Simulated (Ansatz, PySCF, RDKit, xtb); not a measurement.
# C3H5FGeN2: ranking a sample of isomers, part 1 of 2

A sample of isomers of C3H5FGeN2 is drawn. Aim: find which of them has the lowest free energy at 298.15 K, then its properties. The sample is small against all isomers, and the most stable one of this formula need not be in it.

The funnel: GFN2-xTB relaxations, single points with a density functional, relaxations at PBE-D3(BJ)/def2-SVP, harmonic vibrations (at GFN2-xTB), and a last energy at a higher level. All values are calculated.

## 1. Drawing up candidates

Isomers were taken from a list of plausible structures; this is a sample, not all of them. That gives 9 candidates.

```
label                 SMILES     spin
 c073       Fc1ncc[n]1[GeH3]  singlet
 c304     Fc1c[n]([GeH3])cn1  singlet
 c339  Fc1cn[c]([GeH3])[nH]1  singlet
 c535    Fc1nc[nH][c]1[GeH3]  singlet
 c541  Fc1c[nH][c]([GeH3])n1  singlet
 c605  Fc1nc[c]([GeH3])[nH]1  singlet
 c753    Fc1[nH]cn[c]1[GeH3]  singlet
 c925       Fc1cnc[n]1[GeH3]  singlet
 c951  Fc1n[c]([GeH3])c[nH]1  singlet
```

Candidates are built by distance geometry, with a force field where one applies, in up to four conformers (letters a to d).

## 2. Cheap relaxation of all starts

All 9 starts are relaxed the same way. One of them, c951a (taken from a list of positional isomers, embedded by distance geometry and UFF), in full:

The input, start.xyz:

```xyz
12
c951a
C     -1.853684     1.672505    -1.406570
C      0.109280     1.984702    -0.706123
C     -0.749900     1.857792     0.388713
F     -2.871580     1.467193    -2.264222
Ge     1.962877     2.336013    -0.668208
N     -0.629399     1.887595    -1.857047
N     -1.969716     1.636983    -0.029874
H      2.294552     3.635508     0.076504
H      2.546924     2.426351    -2.108549
H      2.666735     1.188869     0.105507
H     -0.438396     1.928151     1.423363
H     -2.800760     1.534650     0.510114
```

Command:

```bash
$ xtb start.xyz --gfn 2 --opt
```

The log of the run (excerpt; [...] marks lines left out):

```text
* xtb version 6.7.1
[...]
          :  # basis functions                  39          :
[...]
          :  # electrons                        38          :
[...]
          :  Hamiltonian                  GFN2-xTB          :
[...]
          :  net charge                          0          :
          :  unpaired electrons                  0          :
[...]
   *** convergence criteria satisfied after 13 iterations ***
[...]
   *** GEOMETRY OPTIMIZATION CONVERGED AFTER 9 ITERATIONS ***
[...]
   *** convergence criteria satisfied after 3 iterations ***
[...]
         ::                     SUMMARY                     ::
         :::::::::::::::::::::::::::::::::::::::::::::::::::::
         :: total energy             -21.467832001510 Eh    ::
         :: gradient norm              0.000571491275 Eh/a0 ::
         :: HOMO-LUMO gap              4.850185267540 eV    ::
         ::.................................................::
         :: SCC energy               -21.688805801752 Eh    ::
         :: -> isotropic ES            0.023271800230 Eh    ::
         :: -> anisotropic ES          0.002811453904 Eh    ::
         :: -> anisotropic XC          0.005390269735 Eh    ::
         :: -> dispersion             -0.008531179690 Eh    ::
         :: repulsion energy           0.220973800242 Eh    ::
         :: add. restraining           0.000000000000 Eh    ::
         :: total charge               0.000000000000 e     ::
         :::::::::::::::::::::::::::::::::::::::::::::::::::::
[...]
        19        2.0000           -0.4024226             -10.9505 (HOMO)
        20                         -0.2241815              -6.1003 (LUMO)
[...]
          | TOTAL ENERGY              -21.467832001510 Eh   |
          | GRADIENT NORM               0.000571491275 Eh/α |
          | HOMO-LUMO GAP               4.850185267540 eV   |
           -------------------------------------------------
[...]
```

Run time: 0.085 s. Hardware: 2 threads of Intel Xeon 6975P-C (Granite Rapids), shared host.

## 3. The minima found

9 of the 9 relaxations converged. 9 distinct structures remain:

```
label  start           SMILES after     spin  energy (kcal/mol)
c073a  drawn       Fc1ncc[n]1[GeH3]  singlet                0.0
c925a  drawn       Fc1cnc[n]1[GeH3]  singlet                2.6
c304a  drawn     Fc1c[n]([GeH3])cn1  singlet                5.2
c535a  drawn    Fc1nc[nH][c]1[GeH3]  singlet               14.8
c605a  drawn  Fc1nc[c]([GeH3])[nH]1  singlet               14.9
c541a  drawn  Fc1c[nH][c]([GeH3])n1  singlet               14.9
c951a  drawn  Fc1n[c]([GeH3])c[nH]1  singlet               15.1
c339a  drawn  Fc1cn[c]([GeH3])[nH]1  singlet               16.2
c753a  drawn    Fc1[nH]cn[c]1[GeH3]  singlet               16.5
```

## 4. Second filter: single points

A choice of the minima (the low ones first, few conformers of a pattern, up to a cap) and the lowest that fell apart get a single point at r2SCAN-D4/def2-SVP on the tight-binding geometry, and one at HF/STO-3G for comparison. The lowest singlets are also tried as triplets at the same geometry (label ending in t). The first, c073a:

The input, input.yaml:

```yaml
crystal:
  periodic: [false, false, false]
  atoms:
    - {symbol: C, position_ang: [0.069239, 2.876020, 0.283182]}
    - {symbol: C, position_ang: [0.307179, 3.715611, -1.614477]}
    - {symbol: C, position_ang: [-0.006095, 2.406775, -1.807407]}
    - {symbol: F, position_ang: [-0.019556, 2.610871, 1.585730]}
    - {symbol: Ge, position_ang: [-0.590437, 0.180680, 0.110547]}
    - {symbol: "N", position_ang: [0.351801, 4.001650, -0.275897]}
    - {symbol: "N", position_ang: [-0.164053, 1.846395, -0.558818]}
    - {symbol: H, position_ang: [0.505843, 4.483947, -2.333220]}
    - {symbol: H, position_ang: [-0.130558, 1.824066, -2.698115]}
    - {symbol: H, position_ang: [-1.864481, 0.350114, 0.865907]}
    - {symbol: H, position_ang: [-0.736213, -0.680777, -1.098090]}
    - {symbol: H, position_ang: [0.549179, -0.219145, 0.982701]}
basis:
  gaussian: {orbitals: def2-SVP}
hamiltonian: {xc: {name: r2SCAN}, dispersion: d4}
scf: {lower_state_search: off}
output: {orbitals: {seedname: orbitals}}
```

Command:

```bash
$ ansatz run input.yaml --threads 2 --pin off --max-ram 5220MiB --events-out events.jsonl --progress --plain --runs-dir runs
```

The log of the run (excerpt; [...] marks lines left out):

```text
Warning: RAYON_NUM_THREADS=2 ignored (pool sized by the plan → 2); use --threads N
Functional definition: r2SCAN
  name "r2SCAN"
[...]
1607 factors; their error is unknown
[...]
mean field -65388.51866636 eV, -2402.9837390590 hartree, gradient 6.2e-6 eV, S^2 0.000000; 0 other end points of the search recorded, 0 dependent functions left out
reference -65388.51867640 eV, -2402.9837394280 hartree; 39, 39 occupied and 102, 102 virtual orbitals, 1607 factors
Total energy: -65388.60020010 eV, -2402.9867353687 hartree
Checks for a lower state left out: stability, starts, cluster_reference, orbital_swaps, neighbouring_geometries, increment
```

Run time: 2.7 s. Hardware: 2 threads of Intel Xeon 6975P-C (Granite Rapids), shared host.

Relative energies in kcal/mol, each column from its lowest structure that stays in one piece:

```
 label                 SMILES     spin  GFN2-xTB  HF/STO-3G  r2SCAN-D4/def2-SVP
 c073a       Fc1ncc[n]1[GeH3]  singlet       0.0        0.0                 0.0
 c304a     Fc1c[n]([GeH3])cn1  singlet       5.2        1.1                 0.5
 c535a    Fc1nc[nH][c]1[GeH3]  singlet      14.8       12.4                 2.3
 c605a  Fc1nc[c]([GeH3])[nH]1  singlet      14.9       11.9                 2.9
 c541a  Fc1c[nH][c]([GeH3])n1  singlet      14.9       13.3                 4.7
 c925a       Fc1cnc[n]1[GeH3]  singlet       2.6        2.2                 5.1
 c951a  Fc1n[c]([GeH3])c[nH]1  singlet      15.1       13.6                 5.3
 c753a    Fc1[nH]cn[c]1[GeH3]  singlet      16.5       14.3                 9.0
 c339a  Fc1cn[c]([GeH3])[nH]1  singlet      16.2       14.3                 9.8
c535at    Fc1nc[nH][c]1[GeH3]  triplet         –          –                98.4
c304at     Fc1c[n]([GeH3])cn1  triplet         –          –                99.4
c073at       Fc1ncc[n]1[GeH3]  triplet         –          –               102.0
```

## 5. Third filter: density-functional geometries

6 candidates are relaxed at PBE-D3(BJ)/def2-SVP (chosen among the lowest in one piece). The first, c073a:

input.yaml: that of step 4 with these lines changed.

```diff
@@ -17,4 +17,5 @@
   gaussian: {orbitals: def2-SVP}
-hamiltonian: {xc: {name: r2SCAN}, dispersion: d4}
-scf: {lower_state_search: off}
-output: {orbitals: {seedname: orbitals}}
+magnetization: {spin_polarized: false, initial_magnetization: 0}
+hamiltonian: {xc: pbe, dispersion: d3bj}
+scf: {lower_state_search: "off"}
+relax: {f_tol: 0.006}
```

Command:

```bash
$ ansatz run input.yaml --threads 2 --pin off --max-ram 5220MiB --events-out events.jsonl --progress --plain --runs-dir runs
```

The log of the run (excerpt; [...] marks lines left out):

```text
Warning: RAYON_NUM_THREADS=2 ignored (pool sized by the plan → 2); use --threads N
[...]
Functional definition: PBE
  name "PBE"
[...]
1607 factors; their error is unknown
[...]
mean field -65374.71189310 eV, -2402.4763495002 hartree, gradient 5.1e-6 eV, S^2 0.000000; 0 other end points of the search recorded, 0 dependent functions left out
[...]
reference -65374.71192845 eV, -2402.4763507991 hartree; 39, 39 occupied and 102, 102 virtual orbitals, 1607 factors
[...]
Atom 8 at    -0.142278     1.750232    -2.650668 Å, force     0.000084     0.000062     0.000800 eV/Å
Atom 9 at    -1.928344     0.208602     0.869543 Å, force     0.000391     0.000013    -0.000014 eV/Å
Atom 10 at    -0.739735    -0.651621    -1.234481 Å, force    -0.000434    -0.000762     0.000205 eV/Å
Atom 11 at     0.557123    -0.385458     0.963112 Å, force     0.000040     0.000119    -0.000647 eV/Å
Dipole moment:    -0.196071    -0.827341    -0.212608 e Å
Checks for a lower state left out: stability, starts, cluster_reference, orbital_swaps, neighbouring_geometries, increment
```

Run time: 13 s. Hardware: 2 threads of Intel Xeon 6975P-C (Granite Rapids), shared host.

Energy change by step (eV): 0.0000, -0.1988, -0.2278, -0.2325, -0.2339, -0.2347, -0.2349, -0.2349.

After the run. Bond lengths: C2–C3 1.382 Å, C1–F4 1.334 Å, C1–N6 1.303 Å, C2–N6 1.387 Å, C1–N7 1.371 Å, C3–N7 1.402 Å, Ge5–N7 1.893 Å, C2–H8 1.097 Å, C3–H9 1.095 Å, Ge5–H10 1.544 Å, Ge5–H11 1.543 Å, Ge5–H12 1.544 Å. Some angles: C2–C3–N7 105.9°, C3–C2–N6 110.9°, F4–C1–N6 125.8°, F4–C1–N7 118.8°, N6–C1–N7 115.4°, C1–N6–C2 103.7°, C1–N7–C3 104.2°, C1–N7–Ge5 127.0°, C3–N7–Ge5 128.8°, C2–C3–H9 132.4°.

## 6. Ranking at PBE-D3(BJ)/def2-SVP

```
label     spin  r2SCAN-D4/def2-SVP (kcal/mol)  PBE-D3(BJ)/def2-SVP, relaxed (kcal/mol)  time
c073a  singlet                            0.0                                      0.0  13 s
c304a  singlet                            0.5                                      1.1  21 s
c535a  singlet                            2.3                                      2.3  41 s
c605a  singlet                            2.9                                      3.2  28 s
c541a  singlet                            4.7                                      4.1  30 s
c925a  singlet                            5.1                                      4.4  14 s
```

c073a: Bond lengths: C2–C3 1.382 Å, C1–F4 1.334 Å, C1–N6 1.303 Å, C2–N6 1.387 Å, C1–N7 1.371 Å, C3–N7 1.402 Å, Ge5–N7 1.893 Å, C2–H8 1.097 Å, C3–H9 1.095 Å, Ge5–H10 1.544 Å, Ge5–H11 1.543 Å, Ge5–H12 1.544 Å. Some angles: C2–C3–N7 105.9°, C3–C2–N6 110.9°, F4–C1–N6 125.8°, F4–C1–N7 118.8°, N6–C1–N7 115.4°, C1–N6–C2 103.7°, C1–N7–C3 104.2°, C1–N7–Ge5 127.0°, C3–N7–Ge5 128.8°, C2–C3–H9 132.4°.

c304a: Bond lengths: C1–C2 1.386 Å, C1–F4 1.332 Å, C2–N6 1.394 Å, C3–N6 1.379 Å, Ge5–N6 1.890 Å, C1–N7 1.356 Å, C3–N7 1.326 Å, C2–H8 1.094 Å, Ge5–H9 1.543 Å, Ge5–H10 1.545 Å, Ge5–H11 1.545 Å, C3–H12 1.098 Å. Some angles: C1–C2–N6 104.3°, C2–C1–F4 126.7°, C2–C1–N7 112.4°, F4–C1–N7 120.9°, C2–N6–C3 106.2°, C2–N6–Ge5 127.0°, C3–N6–Ge5 126.9°, N6–C3–N7 112.6°, C1–N7–C3 104.5°, C1–C2–H8 132.2°.

c535a: Bond lengths: C1–C3 1.395 Å, C1–F4 1.334 Å, C3–Ge5 1.937 Å, C1–N6 1.351 Å, C2–N6 1.330 Å, C2–N7 1.366 Å, C3–N7 1.394 Å, C2–H8 1.098 Å, N7–H9 1.021 Å, Ge5–H10 1.548 Å, Ge5–H11 1.553 Å, Ge5–H12 1.548 Å. Some angles: C1–C3–Ge5 131.9°, C1–C3–N7 102.0°, Ge5–C3–N7 126.1°, C3–C1–F4 125.3°, C3–C1–N6 113.6°, F4–C1–N6 121.1°, C1–N6–C2 104.4°, N6–C2–N7 111.6°, C2–N7–C3 108.4°, C3–Ge5–H10 110.6°.

c605a: Bond lengths: C2–C3 1.393 Å, C1–F4 1.326 Å, C3–Ge5 1.939 Å, C1–N6 1.306 Å, C2–N6 1.381 Å, C1–N7 1.364 Å, C3–N7 1.399 Å, C2–H8 1.097 Å, Ge5–H9 1.553 Å, Ge5–H10 1.553 Å, Ge5–H11 1.545 Å, N7–H12 1.021 Å. Some angles: C2–C3–Ge5 130.5°, C2–C3–N7 103.7°, Ge5–C3–N7 125.8°, C3–C2–N6 111.9°, F4–C1–N6 126.1°, F4–C1–N7 120.0°, N6–C1–N7 114.0°, C1–N6–C2 104.0°, C1–N7–C3 106.6°, C3–C2–H8 126.9°.

## 7. Vibrations and thermal terms

The lowest few in one piece go on as finalists. In this search the thermal terms come from GFN2-xTB at its own nearest minimum. The first, c073a:

The input, start.xyz:

```xyz
12
c073a
C      0.084958     2.973940     0.334922
C      0.313250     3.725433    -1.630050
C     -0.008039     2.388662    -1.770984
F      0.016246     2.819716     1.657840
Ge    -0.600663     0.135620     0.085178
N      0.368514     4.081585    -0.290636
N     -0.158945     1.891278    -0.469238
H      0.509761     4.458219    -2.422495
H     -0.142278     1.750232    -2.650668
H     -1.928344     0.208602     0.869543
H     -0.739735    -0.651621    -1.234481
H      0.557123    -0.385458     0.963112
```

Command:

```bash
$ xtb start.xyz --gfn 2 --ohess tight
```

The log of the run (excerpt; [...] marks lines left out):

```text
[...]
         ::                     SUMMARY                     ::
         :::::::::::::::::::::::::::::::::::::::::::::::::::::
         :: total energy             -21.491822651306 Eh    ::
         :: gradient norm              0.000184942479 Eh/a0 ::
         :: HOMO-LUMO gap              4.860221502012 eV    ::
         ::.................................................::
         :: SCC energy               -21.710141882096 Eh    ::
         :: -> isotropic ES            0.022408931827 Eh    ::
         :: -> anisotropic ES          0.001117242276 Eh    ::
         :: -> anisotropic XC          0.006836407056 Eh    ::
         :: -> dispersion             -0.008927732180 Eh    ::
         :: repulsion energy           0.218319230790 Eh    ::
         :: add. restraining           0.000000000000 Eh    ::
         :: total charge               0.000000000000 e     ::
         :::::::::::::::::::::::::::::::::::::::::::::::::::::
[...]
          | TOTAL ENERGY              -21.491822651306 Eh   |
          | TOTAL ENTHALPY            -21.410207096854 Eh   |
          | TOTAL FREE ENERGY         -21.451344921198 Eh   |
          | GRADIENT NORM               0.000184966210 Eh/α |
[...]
```

It took 0.3 s on 2 threads of Intel Xeon 6975P-C (Granite Rapids), shared host.

## 8. Zero-point energy and free-energy terms

As xtb prints them, at 298.15 K, with its own treatment of low modes:

```
label                 SMILES     spin  lowest mode (cm⁻¹)  zero-point (kcal/mol)  G − E (kcal/mol)
c073a       Fc1ncc[n]1[GeH3]  singlet                 101                   46.0              25.4
c304a     Fc1c[n]([GeH3])cn1  singlet                  61                   45.7              24.9
c535a    Fc1nc[nH][c]1[GeH3]  singlet                 34i                   46.1              26.0
c605a  Fc1nc[c]([GeH3])[nH]1  singlet                  67                   46.1              25.4
c541a  Fc1c[nH][c]([GeH3])n1  singlet                 22i                   46.0              25.9
c925a       Fc1cnc[n]1[GeH3]  singlet                 109                   45.9              25.4
```

c535a, c541a keep an imaginary mode, a small one that points to a nearly free motion; the harmonic terms are rough for it.

## 9. Last filter: a higher level

Single points at CCSD(T)/def2-SVP + MP2/def2-TZVPP - MP2/def2-SVP on the refined geometries decide the order.

c073a, CCSD(T)/def2-SVP:

The input, input.yaml:

```yaml
basis:
  gaussian: {orbitals: def2-SVP}
crystal:
  periodic: [false, false, false]
  atoms:
    - {symbol: C, position_ang: [0.084958, 2.973940, 0.334922]}
    - {symbol: C, position_ang: [0.313250, 3.725433, -1.630050]}
    - {symbol: C, position_ang: [-0.008039, 2.388662, -1.770984]}
    - {symbol: F, position_ang: [0.016246, 2.819716, 1.657840]}
    - {symbol: Ge, position_ang: [-0.600663, 0.135620, 0.085178]}
    - {symbol: "N", position_ang: [0.368514, 4.081585, -0.290636]}
    - {symbol: "N", position_ang: [-0.158945, 1.891278, -0.469238]}
    - {symbol: H, position_ang: [0.509761, 4.458219, -2.422495]}
    - {symbol: H, position_ang: [-0.142278, 1.750232, -2.650668]}
    - {symbol: H, position_ang: [-1.928344, 0.208602, 0.869543]}
    - {symbol: H, position_ang: [-0.739735, -0.651621, -1.234481]}
    - {symbol: H, position_ang: [0.557123, -0.385458, 0.963112]}
correlation: {method: ccsd_t, frozen_orbitals: {C: 1, F: 1, H: 0, "N": 1, Ge: 9}}
```

Command:

```bash
$ ansatz run input.yaml --threads 2 --pin off --max-ram 5220MiB --events-out events.jsonl --progress --plain --runs-dir runs
```

The log of the run (excerpt; [...] marks lines left out):

```text
Warning: RAYON_NUM_THREADS=2 ignored (pool sized by the plan → 2); use --threads N
Functional definition: HF
  name "HF"
[...]
1429 factors; integrals over basis functions are off by at most 1.4e-3 eV
[...]
mean field -65298.90856414 eV, -2399.6906285424 hartree, gradient 3.9e-6 eV, S^2 0.000000; 0 other end points of the search recorded, 0 dependent functions left out
15 core orbitals not correlated: weight in the atoms' cores, before any rotation towards them, 1.000 or more for the frozen orbitals, at most 0.000 for the correlated occupied ones
reference -65298.90856414 eV, -2399.6906285424 hartree; 24, 24 occupied and 102, 102 virtual orbitals, 1429 factors
second order -30.68308419 eV of doubles, -0.00000000 eV of singles
cycle   1  -30.32957713 eV  change    3.5e-1 eV  update   1.4e-1
[...]
cycle   9  -31.41516897 eV  change   -2.6e-5 eV  update   3.9e-5
perturbative correction -1.13613055 eV, -0.0417520274 hartree
Total energy: -65331.45986366 eV, -2400.8868667356 hartree
```

Wall time 26 s (2 threads of Intel Xeon 6975P-C (Granite Rapids), shared host); peak memory 1.2 GiB.

## 10. c073a at MP2/def2-TZVPP

input.yaml: that of step 9 with these lines changed.

```diff
@@ -1,3 +1 @@
-basis:
-  gaussian: {orbitals: def2-SVP}
 crystal:
@@ -11,3 +9,3 @@
     - {symbol: "N", position_ang: [0.368514, 4.081585, -0.290636]}
-    - {symbol: "N", position_ang: [-0.158945, 1.891278, -0.469238]}
+    - {symbol: N, position_ang: [-0.158945, 1.891278, -0.469238]}
     - {symbol: H, position_ang: [0.509761, 4.458219, -2.422495]}
@@ -17,2 +15,4 @@
     - {symbol: H, position_ang: [0.557123, -0.385458, 0.963112]}
-correlation: {method: ccsd_t, frozen_orbitals: {C: 1, F: 1, H: 0, "N": 1, Ge: 9}}
+basis:
+  gaussian: {orbitals: def2-TZVPP}
+correlation: {method: mp2, frozen_orbitals: {C: 1, F: 1, H: 0, "N": 1, Ge: 9}}
```

Command:

```bash
$ ansatz run input.yaml --threads 2 --pin off --max-ram 5220MiB --events-out events.jsonl --progress --plain --runs-dir runs
```

The log of the run (excerpt; [...] marks lines left out):

```text
Warning: RAYON_NUM_THREADS=2 ignored (pool sized by the plan → 2); use --threads N
[... 2 set-up lines as earlier in the session ...]
[...]
1902 factors; integrals over basis functions are off by at most 8.1e-4 eV
[...]
mean field -65316.36287575 eV, -2400.3320626629 hartree, gradient 2.6e-6 eV, S^2 0.000000; 0 other end points of the search recorded, 0 dependent functions left out
15 core orbitals not correlated: weight in the atoms' cores, before any rotation towards them, 1.000 or more for the frozen orbitals, at most 0.000 for the correlated occupied ones
reference -65316.36287575 eV, -2400.3320626629 hartree; 24, 24 occupied and 265, 265 virtual orbitals, 1902 factors
second order -37.44373707 eV of doubles, -0.00000000 eV of singles
Total energy: -65353.80661282 eV, -2401.7080946199 hartree
```

It took 13 s on 2 threads of Intel Xeon 6975P-C (Granite Rapids), shared host; peak memory 1 GiB.

## 11. c304a at CCSD(T)/def2-SVP

The input, input.yaml:

```yaml
crystal:
  periodic: [false, false, false]
  atoms:
    - {symbol: C, position_ang: [0.146609, 3.998273, -0.816369]}
    - {symbol: C, position_ang: [0.072106, 2.995913, 0.138185]}
    - {symbol: C, position_ang: [-0.218695, 2.223834, -1.919516]}
    - {symbol: F, position_ang: [0.364286, 5.293711, -0.595636]}
    - {symbol: Ge, position_ang: [-0.380244, 0.084263, 0.079362]}
    - {symbol: N, position_ang: [-0.167502, 1.836191, -0.597325]}
    - {symbol: "N", position_ang: [-0.031224, 3.526757, -2.075434]}
    - {symbol: H, position_ang: [0.165612, 3.010700, 1.228110]}
    - {symbol: H, position_ang: [-0.618896, -0.779167, -1.176692]}
    - {symbol: H, position_ang: [0.919614, -0.298437, 0.822460]}
    - {symbol: H, position_ang: [-1.595908, 0.089067, 1.033547]}
    - {symbol: H, position_ang: [-0.397152, 1.505173, -2.730578]}
basis:
  gaussian:
    orbitals: def2-SVP
correlation:
  method: ccsd_t
  frozen_orbitals: {C: 1, F: 1, H: 0, "N": 1, Ge: 9}
```

Command:

```bash
$ ansatz run input.yaml --threads 2 --pin off --max-ram 5220MiB --events-out events.jsonl --progress --plain --runs-dir runs
```

The log of the run (excerpt; [...] marks lines left out):

```text
Warning: RAYON_NUM_THREADS=2 ignored (pool sized by the plan → 2); use --threads N
[... 2 set-up lines as earlier in the session ...]
[...]
1430 factors; integrals over basis functions are off by at most 1.4e-3 eV
[...]
mean field -65298.76147307 eV, -2399.6852230450 hartree, gradient 5.9e-6 eV, S^2 0.000000; 0 other end points of the search recorded, 0 dependent functions left out
15 core orbitals not correlated: weight in the atoms' cores, before any rotation towards them, 1.000 or more for the frozen orbitals, at most 0.000 for the correlated occupied ones
reference -65298.76147307 eV, -2399.6852230450 hartree; 24, 24 occupied and 102, 102 virtual orbitals, 1430 factors
second order -30.74317994 eV of doubles, -0.00000000 eV of singles
cycle   1  -30.35528599 eV  change    3.9e-1 eV  update   1.4e-1
[...]
cycle  10  -31.45119981 eV  change   -1.0e-5 eV  update   2.0e-5
perturbative correction -1.14749945 eV, -0.0421698271 hartree
Total energy: -65331.36017233 eV, -2400.8832031468 hartree
```

Run time: 22 s. Hardware: 2 threads of Intel Xeon 6975P-C (Granite Rapids), shared host; peak memory 1.2 GiB.

(Continued in part 2 of 2.)
